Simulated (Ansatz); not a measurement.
**Br (diamond type): how the settings move a single-point run**

Question: which choices in the input matter for Br (diamond type)?

Program: Ansatz 0.2.0. Level of theory: reference: DFT, PBEsol, PAW with Ansatz's default frozen-core files, scalar-relativistic. These are calculated values, not measurements.

1 further run of the same task is left out (it didn't finish). Runs told in other sessions of the task aren't counted.

### 1 Starting point

It takes space group Fd-3m (No. 227, cubic). Conventional cell: a = 5.049 Å, b = 5.049 Å, c = 5.049 Å, α = 90.00°, β = 90.00°, γ = 90.00°. Br (site symmetry -43m) has 4 Br at 2.19 Å in its first shell of neighbours.

Structure file:

```
Br
1.0
     0.00000    2.52461    2.52461
     2.52461    0.00000    2.52461
     2.52461    2.52461    0.00000
Br
2
Direct
  0.87500 0.87500 0.87500
  0.12500 0.12500 0.12500
```

### 2 The reference run

File input.yaml:

```yaml
crystal:
  lattice:
    - [0.0, 2.5246134719, 2.5246134719]
    - [2.5246134719, 0.0, 2.5246134719]
    - [2.5246134719, 2.5246134719, 0.0]
  atoms:
    - { symbol: Br, position: [-0.125, -0.125, -0.125] }
    - { symbol: Br, position: [0.125, 0.125, 0.125] }
kpoints:
  mp_grid: { grid: [11, 11, 11] }
scf:
  occupations: { method: fermi_dirac, width: 0.1 }
hamiltonian:
  xc: pbesol
  pseudopotentials: { kind: paw }
output:
  forces: true
  stress: true
  eigenvalues: true
basis:
  ecutwfc: 250
```

Launch:

```sh
ansatz run input.yaml --threads 1 --pin off --max-ram 2048MiB --backend cpu --events-out ev --progress --plain --runs-dir out
```

### 3 Variant: occupations.method cold, occupations.width 0.005, xc lda, ecutwfc 29.4 Ry

input.yaml, as its differences from that of step 2:

```diff
@@ -11,5 +11,5 @@
 scf:
-  occupations: { method: fermi_dirac, width: 0.1 }
+  occupations: { method: cold, width: 0.005 }
 hamiltonian:
-  xc: pbesol
+  xc: lda
   pseudopotentials: { kind: paw }
@@ -20,2 +20,2 @@
 basis:
-  ecutwfc: 250
+  ecutwfc: "29.4 Ry"
```

**Question.** What will these runs give? Wanted: for each run, ending; energy change; pressure; gap; force.

As calculated:

| run | ending | energy change | pressure (GPa) | gap (eV) | force (eV/Å) | cycles | time |
| --- | --- | --- | --- | --- | --- | --- | --- |
| reference | converged | - | 118.8 | 0.00 | 0.00 | 6 | 0.77 s |
| 1: occupations.method cold, occupations.width 0.005, xc lda, ecutwfc 29.4 Ry | converged | not comparable | 116.0 | 0.00 | 0.00 | 6 | 0.98 s |

Residual by cycle in the longest SCF loop of each run; runs are numbered as in the table. The quantity is the density residual dr2, in eV.

| cycle | reference | run 1 |
| --- | --- | --- |
| 1 | 0.087 | 0.0395 |
| 2 | 0.0296 | 0.00403 |
| 3 | 1.1e-4 | 1.4e-4 |
| 4 | 3.3e-6 | 3.9e-7 |
| 5 | 4.2e-8 | 2.7e-8 |
| 6 | 2.6e-11 | 6.4e-10 |

Total energies don't compare across a change of functional; the pressure goes from 118.8 to 116.0 GPa. The smearing and cutoff changed too. The cutoff is under what these potentials recommend, as the log warns, so basis error is mixed in. The structure is not at rest: the sound run finds 119 GPa, so these are no properties of the relaxed crystal. 
